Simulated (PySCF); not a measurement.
# [Yb(PH3)]3+: other functionals and bases at one geometry

One table from this session's results is given with a row withheld; the runs are named, their logs left out.

Computed with PySCF 2.14.0. Level: several levels, as the steps say, no spin–orbit coupling.

2 further runs of the same task are left out: 2 for a known fault of the program.

**Where the work starts**

5 atoms, charge 3, spin multiplicity 1.

Bond lengths: Yb1–P2 2.866 Å, P2–H3 1.442 Å, P2–H4 1.442 Å, P2–H5 1.442 Å. Angles: Yb1–P2–H3 110.8°, Yb1–P2–H4 110.8°, Yb1–P2–H5 110.8°, H3–P2–H4 108.2°, H3–P2–H5 108.2°, H4–P2–H5 108.2°.

As a file:

```
atom     x (Å)     y (Å)     z (Å)
 Yb1   0.00000   0.00000  -0.35872
  P2   0.00000   0.00000   2.50772
  H3   1.34872  -0.00001   3.01898
  H4  -0.67436   1.16803   3.01898
  H5  -0.67436  -1.16802   3.01898
```

Formal oxidation states: Yb +3. Each metal's 13 4f electrons lie in its core potential, so multiplicities, spins and levels count the valence alone. An earlier session relaxed this geometry at PBE, Yb lcecp-1-SVP with ECP59, P def2-SVP, H def2-SVP (singlet, point group C3v).

At PBE on the finer grid: E = -380.917256 Eh, HOMO -23.69 eV, LUMO -20.78 eV, Mulliken charge on Yb1 +2.19 e, largest force component 0.002 eV/Å. 

Levels to run: CAM-B3LYP; r2SCAN; wB97X; PBE0; PBE, TZVP. Hardware: 2 threads of Arm Neoverse V1, shared host.

Set-up of the first run:

Input file run.py (the lines that set the calculation):

```python
mol = gto.M(atom='''
Yb     0.00000     0.00000    -0.35872
P      0.00000     0.00000     2.50772
H      1.34872    -0.00001     3.01898
H     -0.67436     1.16803     3.01898
H     -0.67436    -1.16802     3.01898''',
    basis={'Yb': 'lcecp-1-SVP', 'P': 'def2-SVP', 'H': 'def2-SVP'},
    ecp={'Yb': 'lcecp-1-SVP'},
    charge=3, spin=0)
mf = dft.RKS(mol, xc='CAMB3LYP')
mf.grids.atom_grid = (75, 302)  # f atoms: unpruned, at least (60, 302)
mf = mf.density_fit()  # fitting sets: Yb AutoAux, P def2-universal-JKFIT, H def2-universal-JKFIT
mf.conv_tol = 1e-08; mf.max_cycle = 55
mf.kernel(dm0)  # dm0: the density of the relaxed state
```

Run with:

```bash
$ OMP_NUM_THREADS=2 python run.py
```

Among the steps run: CAM-B3LYP; r2SCAN; wB97X; PBE0; PBE, TZVP.

One of the session's tables, all rows but one given; the rest of the session is left out.

| level | HOMO (eV) | gap (eV) | charge on Yb1 (e) | dipole (D) | largest force component (eV/Å) |
| --- | --- | --- | --- | --- | --- |
| PBE (relaxed here) | -23.69 | 2.91 | 2.19 | 4.47 | 0.00 |
| CAM-B3LYP | -25.82 | 6.82 | 2.23 | 3.66 | 0.39 |
| r2SCAN | -23.76 | 3.66 | 2.26 | 3.84 | 0.26 |
| wB97X | -26.70 | 9.52 | 2.28 | 3.18 | 0.41 |
| PBE0 | -24.64 | 4.89 | 2.25 | 3.88 | 0.26 |
| PBE, TZVP | ? | ? | ? | ? | ? |

**Question.** Estimate the row for PBE, TZVP.

**Answer.** HOMO (eV): -23.58; gap (eV): 2.79; charge on Yb1 (e): 2.25; dipole (D): 4.58; largest force component (eV/Å): 0.18. In the column «HOMO (eV)» it is the highest.

The dipole of a charged species depends on the origin, so these sizes hold for this origin alone.

In one basis the HOMO–LUMO gap runs from 2.91 eV (PBE) to 9.52 eV (wB97X). The largest leftover force, 0.41 eV/Å with wB97X, stands at a geometry relaxed at another level. With 4f in the core, its levels are missing from HOMO and gap, and its count is fixed, so no charge can pass from the ligands into it. Total energies of different levels can't be compared.
